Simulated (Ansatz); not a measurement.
# C2H3BrO: the cost of one run

The runs use Ansatz 0.2.0, Gaussian basis; the settings change from run to run.

## Step 1: The geometry

The structure was relaxed beforehand with PBE0-D4 in a triple-zeta def2 set.

SMILES `BrC1CO1`, 7 atoms, charge 0, spin multiplicity 1.

Atoms are counted from 1 here; the program's logs count them from 0.

Bond lengths: Br1–C2 1.922 Å, C2–C3 1.452 Å, C2–O4 1.381 Å, C2–H5 1.084 Å, C3–O4 1.431 Å, C3–H6 1.085 Å, C3–H7 1.086 Å. Angles: Br1–C2–C3 120.1°, Br1–C2–O4 117.3°, Br1–C2–H5 110.1°, C3–C2–O4 60.7°, C3–C2–H5 123.1°, O4–C2–H5 117.2°, C2–C3–O4 57.2°, C2–C3–H6 118.5°, C2–C3–H7 119.9°, O4–C3–H6 115.0°, O4–C3–H7 115.2°, H6–C3–H7 116.8°, C2–O4–C3 62.1°.

## Step 2: r2SCANh/ANO-RCC-VTZP

Options: charge -1, multiplicity 2.

in.yaml reads:

```yaml
crystal:
  periodic: [false, false, false]
  atoms:
    - {symbol: Br, position_ang: [1.345694, -0.896659, -1.581266]}
    - {symbol: C, position_ang: [-0.150179, -0.459869, -0.456728]}
    - {symbol: C, position_ang: [0.018221, 0.455853, 0.656881]}
    - {symbol: O, position_ang: [-0.661116, 0.819762, -0.549422]}
    - {symbol: H, position_ang: [-0.860995, -1.278575, -0.448071]}
    - {symbol: H, position_ang: [0.985503, 0.927272, 0.798503]}
    - {symbol: H, position_ang: [-0.615727, 0.364216, 1.534302]}
basis:
  gaussian: {orbitals: ANO-RCC-VTZP}
total_charge: -1
magnetization: {spin_polarized: true, initial_magnetization: 1}
hamiltonian: {xc: {name: r2SCANh}}
output: {forces: true}
```

Command:

```
ansatz run in.yaml --threads 2 --pin off --events-out ev --progress --plain --max-ram 4352MiB
```

Q: Estimate wall time and peak memory on 2 threads of Arm Neoverse V1, shared host.

About 48 s, with a peak of 0.81 GiB.
